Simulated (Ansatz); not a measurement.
Runs of Ansatz 0.2.0 on InSb3. The structure is cubic, space group Pm-3m (No. 221). Conventional cell: a = 4.806 Å, b = 4.806 Å, c = 4.806 Å, α = 90.00°, β = 90.00°, γ = 90.00°. Sb (site symmetry 4/mmm) is surrounded by 8 Sb at 3.40 Å and 4 In at 3.40 Å. In (site symmetry m-3m) has 12 Sb at 3.40 Å as nearest neighbours. The cell comes from a database or a generator and needn't be the stable form of this composition.

```csv
level,gap on the mesh (eV),pressure (GPa),relaxed volume (Å³/atom)
PBEsol,none,0.0,26.39
PBEsol+D3(BJ),none,0.0,25.12
PBEsol+D4,none,0.0,(a)
PBEsol+D3(BJ)-ATM,none,0.0,25.26
```

Alike in all rows: task relaxation of cell and atoms; potentials or basis Ansatz PAW; no spin polarisation; cell relaxed; k mesh 6 × 6 × 6; cutoff (eV) 420; smearing fermi-dirac 0.05 eV.

Problem. Estimate the missing entries.

Solution. (a) 25.63.

Caveats: the plane-wave basis is chosen anew once the cell has moved, so the energies of steps on either side of that aren't comparable; the PAW data sets come from PBE, with cores solved anew for the run's functional, which leaves a small shift of forces and pressure; pairwise dispersion overbinds metals, which lowers pressure and volume (some runs).

A k mesh can miss the band edges, and the runs leave out spin-orbit coupling on In, Sb.

A gap of «none» marks a metal or a gap under the smearing width.
